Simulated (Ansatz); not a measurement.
**GeN+ (triplet): wave-function methods side by side at distance Ge1–N2 = 1.729 Å, cc-pVDZ**

How much of the correlation energy of GeN+ (triplet) does each wave-function method recover here?

Computed with Ansatz 0.2.0, Gaussian basis. Level: cc-pVDZ, core rule «outside noble gas», up to 15 orbitals frozen.

The runs, in order: UHF; CCSD(T) on ROHF; CCSD(T) on UHF; BCCD(T) on ROHF; CISD as a restricted active space (open shells left free, so some higher excitations enter); CCSDT(Q) on ROHF; CCSDT(Q) on UHF; CCSDTQ on ROHF; CCSDTQ on UHF; CASSCF and MRCISD+Q, 4 electrons in 4 orbitals; CASSCF and NEVPT2, 4 electrons in 4 orbitals; CASSCF and MRCISD+Q, 8 electrons in 8 orbitals; CASSCF and NEVPT2, 8 electrons in 8 orbitals; Full CI.

3 further runs of the same task are left out: 2 for a known fault of the program, 1 that didn't finish. Runs told in other sessions of the task aren't counted.

**1. What is computed**

The geometry derives from a PBE0/def2-TZVP stationary point (not a proven minimum). One bond is set to the value named and the two fragments are kept rigid. No spin-orbit coupling is included. The filled d shell of Ge may be among the frozen orbitals whatever the setting's name suggests.

2 atoms, charge 1, spin multiplicity 3.

Atoms are counted from 1 here; the program's logs count them from 0.

Bond lengths: Ge1–N2 1.729 Å.

**2. UHF**

in.yaml

```yaml
crystal:
  periodic: [false, false, false]
  atoms:
    - {symbol: Ge, position_ang: [0.000000, 0.000000, 0.000000]}
    - {symbol: N, position_ang: [0.000000, 0.000000, 1.729000]}
basis:
  gaussian: {orbitals: cc-pVDZ}
total_charge: 1
magnetization: {spin_polarized: true, initial_magnetization: 2}
hamiltonian: {xc: hf}
output: {orbitals: {seedname: orbitals}}
```

Launch:

```
$ ansatz run in.yaml --threads 1 --pin off --events-out ev --progress --plain --max-ram 4096MiB --backend cpu
```

Further steps of the session: CCSD(T) on ROHF; CCSD(T) on UHF; BCCD(T) on ROHF; CISD as a restricted active space (open shells left free, so some higher excitations enter); CCSDT(Q) on ROHF; CCSDT(Q) on UHF; CCSDTQ on ROHF; CCSDTQ on UHF; CASSCF and MRCISD+Q, 4 electrons in 4 orbitals; CASSCF and NEVPT2, 4 electrons in 4 orbitals; CASSCF and MRCISD+Q, 8 electrons in 8 orbitals; CASSCF and NEVPT2, 8 electrons in 8 orbitals; Full CI.

**Question.** What will the summary of the whole plan be? Wanted: FCI from the RHF energy; RMP2 from FCI; UMP2 from FCI; RCCSD from FCI; RCCSD(T) from FCI; UCCSD(T) from FCI; RCCSDT(Q) from FCI; UCCSDT(Q) from FCI; NEVPT2 pair from FCI.

**Answer**, as computed:

```
                         quantity                                                                     value
          FCI from the ROHF energy                                                                -5.1321 eV
                    RMP2 from FCI                                                               +1228.0 meV
                    UMP2 from FCI                                                               +1306.0 meV
                   RCCSD from FCI                                                                +300.6 meV
                RCCSD(T) from FCI                                                                 +69.3 meV
                UCCSD(T) from FCI                                                                 +84.3 meV
               RCCSDT(Q) from FCI                                                                  -1.7 meV
               UCCSDT(Q) from FCI                                                                  -7.2 meV
             NEVPT2 pair from FCI                                                               +1112.6 meV
           MRCISD+Q pair from FCI                                                                +140.8 meV
          NEVPT2 valence from FCI                                                                +636.5 meV
levels within 1 kcal/mol (43 meV)  RCCSDT, UCCSDT, RCCSDT(Q), UCCSDT(Q), RCCSDTQ, UCCSDTQ, MRCISD+Q valence
                    T1 diagnostic                                                                     0.066
   effectively unpaired electrons                                                                      2.15
```

**Reading.** RCCSD(T) lands +69.3 meV from the yardstick (1.4 % of the correlation energy). UCCSDT(Q), UCCSDTQ fall below full CI: unrestricted runs freeze a spin-polarised core, another one than full CI's, and coupled cluster isn't variational. The occupations are near whole numbers, but T1 = 0.066 shows that the orbitals relax strongly. Of the multireference levels listed MRCISD+Q valence comes nearest in total energy (+7.9 meV), which doesn't show that its space is the better one. Coupled cluster took another determinant than the lowest Hartree-Fock one. These misses are within one basis, not against nature; the frozen cores of restricted and unrestricted runs differ, which can shift their rows.

Levels on UHF freeze UHF's core orbitals, full CI those of ROHF, so the U rows can settle a little off it for that reason alone.
